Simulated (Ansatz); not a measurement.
# Cu: stress in a strained cell

Cu is deformed so: equal xx and yy strain of +1 %. What stress and forces result, by LAPW, PAW and all-electron datasets made for the crystal?

Program: Ansatz 0.2.0. Level of theory: DFT PBEsol, scalar-relativistic. These are calculated values, not measurements.

### Step 1. The starting structure

It takes space group Fm-3m (No. 225, cubic). Conventional cell: a = 3.615 Å, b = 3.615 Å, c = 3.615 Å, α = 90.00°, β = 90.00°, γ = 90.00°. Around Cu (site symmetry m-3m) lie 12 Cu at 2.56 Å.

As a file:

```cif
data_structure
_symmetry_space_group_name_H-M 'P 1'
_symmetry_Int_Tables_number 1
_cell_length_a 2.5562
_cell_length_b 2.5562
_cell_length_c 2.5562
_cell_angle_alpha 60.000
_cell_angle_beta 60.000
_cell_angle_gamma 60.000
_cell_volume 11.81
loop_
_atom_site_label
_atom_site_type_symbol
_atom_site_fract_x
_atom_site_fract_y
_atom_site_fract_z
_atom_site_occupancy
Cu1 Cu 0.00000 0.00000 0.00000 1
```

### Step 2. The deformed structure

Space group Fm-3m before, I4/mmm after.

### Step 3. All-electron LAPW

Contents of input.yaml:

```yaml
crystal:
  lattice:
    - [0.0, 1.825575, 1.8075]
    - [1.825575, 0.0, 1.8075]
    - [1.825575, 1.825575, 0.0]
  atoms:
    - { symbol: Cu, position: [0.0, 0.0, 0.0] }
kpoints:
  mp_grid: { grid: [17, 17, 17] }
  band_path:
    path:
      - [0.0, 0.0, 0.0]
      - [0.0, 0.5, 0.5]
      - [0.25, 0.75, 0.5]
      - [0.0, 0.5, 0.0]
      - [0.0, 0.0, 0.0]
      - [0.5, 0.5, 0.0]
      - [0.3775125, 0.6224875, 0.0]
      - [-0.3775125, 0.3775125, 0.0]
      - [0.0, 0.0, 0.0]
    npoints: 5
scf:
  occupations: { method: fermi_dirac, width: 0.03 }
hamiltonian:
  xc: pbesol
  pseudopotentials: { kind: all_electron, lapw: { basis_error: 0.00025 } }
output:
  forces: true
  stress: true
  eigenvalues: true
```

Run with:

```sh
$ ansatz run input.yaml --threads 1 --pin off --max-ram 3072MiB --backend cpu --events-out ev --progress --plain --runs-dir out
```

### Step 4. PAW on the default files

Contents of input.yaml:

```yaml
crystal:
  lattice:
    - [0.0, 1.825575, 1.8075]
    - [1.825575, 0.0, 1.8075]
    - [1.825575, 1.825575, 0.0]
  atoms:
    - { symbol: Cu, position: [0.0, 0.0, 0.0] }
kpoints:
  mp_grid: { grid: [17, 17, 17] }
scf:
  occupations: { method: fermi_dirac, width: 0.03 }
hamiltonian:
  xc: pbesol
  pseudopotentials: { kind: paw }
output:
  forces: true
  stress: true
  eigenvalues: true
  efg: { contact_densities: true }
```

### Step 5. All-electron PAW on datasets made for the crystal

input.yaml: that of step 4 with these lines changed.

```diff
@@ -13,3 +13,3 @@
   xc: pbesol
-  pseudopotentials: { kind: paw }
+  pseudopotentials: { kind: all_electron, datasets: crystal }
 output:
```

(Steps that only read results are left out.)

Q: Predict the outcome of this session. Wanted: pressure; largest shear or deviatoric stress.

**Answer**, as computed:

```
                                 quantity                                              value
                                 pressure  LAPW -9.23, PAW -9.23, crystal datasets -9.23 GPa
largest shear or deviatoric stress (LAPW)                                           0.43 GPa
```

What this shows: The largest part of the stress beyond the pressure is 0.43 GPa in size, in the zz component. No run of the undeformed cell stands beside it, so the pressure holds what the given cell had before the change. PAW: stress within 0.01 GPa of LAPW. Crystal datasets: stress within 0.01 GPa of LAPW.
